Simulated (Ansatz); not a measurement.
# As: the cost of one run

Computed with Ansatz 0.2.0 (the levels named in each step, unless a step's input says otherwise).

## Step 1: The structure to begin with

As a file:

```xyz
1

As    0.0000    0.0000    0.0000
```

## Step 2: Single point, PBE0/def2-TZVPP

Contents of input.yaml:

```yaml
crystal:
  periodic: [false, false, false]
  atoms:
    - { symbol: As, position_ang: [0.0, 0.0, 0.0] }
magnetization:
  spin_polarized: true
  initial_magnetization: 3
basis:
  gaussian: { orbitals: def2-TZVPP }
hamiltonian:
  xc: pbe0
```

On the command line:

```sh
$ ansatz run input.yaml --threads 1 --pin off --max-ram 2560MiB --backend cpu --events-out ev --progress --plain --runs-dir out
```

What time and memory should one allow on 1 thread of Intel Xeon at 2.50GHz (Skylake/Cascade Lake), shared host?

About 1.7 s, with a peak of 0.094 GiB.
